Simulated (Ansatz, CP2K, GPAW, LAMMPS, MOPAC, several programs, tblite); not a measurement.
Ge (diamond) from semi-empirical methods to plane-wave DFT

Ge (diamond), relaxed with r2SCAN in Ansatz, was computed with several methods. Space group Fd-3m (No. 227), cubic; a = 5.674 Å in the conventional setting, 22.83 Å³ an atom. Around Ge lie 4 Ge at 2.46 Å. Calculated for a static, non-magnetic cell.

```cif
data_structure
_symmetry_space_group_name_H-M 'Fd-3m:1'
_symmetry_Int_Tables_number 227
_cell_length_a 5.6737
_cell_length_b 5.6737
_cell_length_c 5.6737
_cell_angle_alpha 90.000
_cell_angle_beta 90.000
_cell_angle_gamma 90.000
_cell_volume 182.65
loop_
_atom_site_label
_atom_site_type_symbol
_atom_site_symmetry_multiplicity
_atom_site_Wyckoff_symbol
_atom_site_fract_x
_atom_site_fract_y
_atom_site_fract_z
_atom_site_occupancy
Ge1 Ge 8 b 0.00000 0.00000 0.50000 1
```

Gaps and times are for a single point on this cell; volume and bulk modulus come from each method's own relaxation or energy curve at fixed shape. Times are rough, from shared hosts (Intel Xeon 6975P-C), and each method has its own mesh and cell size. PM6 (MOPAC), PM7 (MOPAC), GFN1-xTB (tblite), GFN2-xTB (tblite) treat a cluster of cells at its zone centre, which samples few k points: where these miss a band edge, the gap comes out too large for that reason alone. Gaps from k meshes are read at a limited set of points (mesh, symmetry points, PBE's band edges), so each method's own least gap may be somewhat smaller. Force fields have no electrons; where one was fitted to this phase, its volume and modulus reflect the fit. xTB and the PM methods were fitted mostly to molecules, and can miss a solid's gap by electronvolts. Minimal bases can be far off for gaps. d marks a direct gap, i an indirect one (no mark: not told apart), a dash a value that wasn't computed or didn't pass its checks.

```csv
method,kind,gap (eV),own volume (Å³/atom),bulk modulus (GPa),atoms computed,processor time
Ge.tersoff (LAMMPS),force field,–,21.40,85,2,0.12 s
SiCGe.tersoff (LAMMPS),force field,–,22.63,76,2,0.12 s
light PBE (260 eV and a coarse mesh),light plane-wave,0,–,–,2,0.38 s
PBE,semilocal,0,23.91,57,2,0.96 s
PM6 (MOPAC),semi-empirical,4.76,–,–,64,1.9 s
r2SCAN,semilocal,0.36 d,22.83,70,2,2 s
PM7 (MOPAC),semi-empirical,3.80,21.79,164,64,2 s
PBE/single zeta (GPAW),small basis,0,–,–,2,2.9 s
PBE/SZV (CP2K),small basis,0.54 d,22.14,92,2,3 s
GFN2-xTB (tblite),tight binding,0,–,–,64,4.6 s
PBE/DZVP (CP2K),small basis,0,24.32,52,2,4.9 s
GFN1-xTB (tblite),tight binding,0,–,–,64,7.3 s
```

Against r2SCAN (0.36 eV) and with closed or daggered gaps left aside, the nearest gap at the points sampled is that of PBE/SZV (CP2K) (+0.18 eV) and the farthest that of PM6 (MOPAC) (+4.40 eV). r2SCAN is only a yardstick of convenience: semilocal gaps usually lie below measured ones, which GLLB-SC and hybrids aim to mend.

Volumes against r2SCAN's: Ge.tersoff (LAMMPS) -6.3 %, SiCGe.tersoff (LAMMPS) -0.9 %, PBE +4.7 %, PM7 (MOPAC) -4.6 %, PBE/SZV (CP2K) -3.0 %, PBE/DZVP (CP2K) +6.5 %.

With PBE the bands overlap or touch, or nearly. Semilocal functionals can close a real gap, so this doesn't show a metal; small gaps of other methods may in turn close between the points read or with spin-orbit coupling, and the solid may be a semimetal.

The runs are scalar-relativistic, without spin-orbit coupling.
